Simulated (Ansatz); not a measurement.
# C10H18FNOTi: small, medium and large basis sets

An exercise on one series of results from a longer session: the logs are not shown, and one member is left open.

Program: Ansatz 0.2.0, Gaussian basis. Level of theory: one geometry, several basis sets. These are calculated values, not measurements.

Plan: PBE0-D4/def2-SVP; ωB97M-V/def2-SVP; PBE0-D4/def2-QZVPP; ωB97M-V/def2-QZVPP; the functionals' def2-TZVPP values are taken from earlier runs.

### Structure used throughout

The geometry comes from an earlier relaxation with PBE0-D4 in a triple-zeta def2 set; it is a stationary point, not always the lowest conformer.

SMILES `CC[C@@]12[C@H]3[C@H]4[C@H]5[C@@H]1[Ti]4532([F])([O]C)[N](C)C`, 32 atoms, charge 0, spin multiplicity 1.

Atoms are counted from 1 here; the program's logs count them from 0.

Bond lengths: C1–C2 1.518 Å, C1–H15 1.092 Å, C1–H16 1.092 Å, C1–H17 1.093 Å, C2–C3 1.494 Å, C2–H18 1.094 Å, C2–H19 1.097 Å, C3–C4 1.416 Å, C3–C7 1.409 Å, C3–Ti8 2.430 Å, C4–C5 1.411 Å, C4–Ti8 2.378 Å, C4–H20 1.082 Å, C5–C6 1.409 Å, C5–Ti8 2.355 Å, C5–H21 1.080 Å, C6–C7 1.413 Å, C6–Ti8 2.360 Å and more. Angles: C2–C1–H15 110.9°, C2–C1–H16 110.6°, C2–C1–H17 111.6°, H15–C1–H16 107.9°, H15–C1–H17 108.1°, H16–C1–H17 107.5°, C1–C2–C3 114.4°, C1–C2–H18 109.6°, C1–C2–H19 109.6°, C3–C2–H18 108.4°, C3–C2–H19 108.4°, H18–C2–H19 106.2°, C2–C3–C4 125.4°, C2–C3–C7 127.6°, C2–C3–Ti8 121.1°, C4–C3–C7 106.9°, C4–C3–Ti8 70.9°, C7–C3–Ti8 72.0° and more.

Set-up of the first run:

Input file in.yaml:

```yaml
crystal:
  periodic: [false, false, false]
  atoms:
    - {symbol: C, position_ang: [-3.249960, -1.886525, -0.054437]}
    - {symbol: C, position_ang: [-3.064138, -0.518306, 0.577430]}
    - {symbol: C, position_ang: [-2.055353, 0.345517, -0.107671]}
    - {symbol: C, position_ang: [-1.398393, 1.457611, 0.471758]}
    - {symbol: C, position_ang: [-0.509701, 2.007326, -0.476918]}
    - {symbol: C, position_ang: [-0.596846, 1.223789, -1.644307]}
    - {symbol: C, position_ang: [-1.548277, 0.204176, -1.414734]}
    - {symbol: Ti, position_ang: [0.322420, -0.130222, 0.055564]}
    - {symbol: F, position_ang: [-0.155662, -1.135006, 1.471288]}
    - {symbol: O, position_ang: [0.989619, -1.224981, -1.236107]}
    - {symbol: C, position_ang: [1.972747, -2.207804, -1.068721]}
    - {symbol: N, position_ang: [1.916304, 0.676793, 0.680548]}
    - {symbol: C, position_ang: [2.925405, 1.223221, -0.185510]}
    - {symbol: C, position_ang: [1.979508, 1.199983, 2.021203]}
    - {symbol: H, position_ang: [-2.311954, -2.446371, -0.055528]}
    - {symbol: H, position_ang: [-3.987544, -2.469299, 0.500479]}
    - {symbol: H, position_ang: [-3.600870, -1.809002, -1.086312]}
    - {symbol: H, position_ang: [-2.765666, -0.635197, 1.623273]}
    - {symbol: H, position_ang: [-4.023064, 0.013730, 0.590385]}
    - {symbol: H, position_ang: [-1.530953, 1.798919, 1.489486]}
    - {symbol: H, position_ang: [0.137899, 2.858119, -0.324920]}
    - {symbol: H, position_ang: [-0.010279, 1.347866, -2.542434]}
    - {symbol: H, position_ang: [-1.792852, -0.585728, -2.108295]}
    - {symbol: H, position_ang: [2.789578, -1.857984, -0.424664]}
    - {symbol: H, position_ang: [2.387902, -2.476952, -2.045829]}
    - {symbol: H, position_ang: [1.548667, -3.111088, -0.615710]}
    - {symbol: H, position_ang: [2.825147, 2.314480, -0.300372]}
    - {symbol: H, position_ang: [2.865147, 0.772383, -1.178059]}
    - {symbol: H, position_ang: [3.930503, 1.031690, 0.215588]}
    - {symbol: H, position_ang: [1.838708, 2.292293, 2.046473]}
    - {symbol: H, position_ang: [1.215065, 0.741241, 2.651980]}
    - {symbol: H, position_ang: [2.956876, 0.985328, 2.475074]}
basis:
  gaussian: {orbitals: def2-SVP}
hamiltonian: {xc: pbe0, dispersion: d4}
output: {orbitals: {seedname: orbitals}}
```

Started as:

```bash
ansatz run in.yaml --threads 11 --pin off --events-out ev --progress --plain --max-ram 174080MiB --backend cuda --devices 0, --max-vram 75GiB
```

Steps of the session up to this table: PBE0-D4 in def2-SVP; ωB97M-V in def2-SVP; PBE0-D4 in def2-QZVPP; ωB97M-V in def2-QZVPP.

One of the session's tables, all rows but one given; the rest of the session is left out.

It belongs to the step «Functionals by basis». 

```
functional       basis  HOMO (eV)
   PBE0-D4    def2-SVP          ?
   PBE0-D4  def2-TZVPP      -6.18
   PBE0-D4  def2-QZVPP      -6.20
   ωB97M-V    def2-SVP      -8.28
   ωB97M-V  def2-TZVPP      -8.33
   ωB97M-V  def2-QZVPP      -8.34
```

Q: Estimate the row for PBE0-D4, def2-SVP from the others.

**Answer.** HOMO (eV): -6.14. In the column «HOMO (eV)» it is the highest.
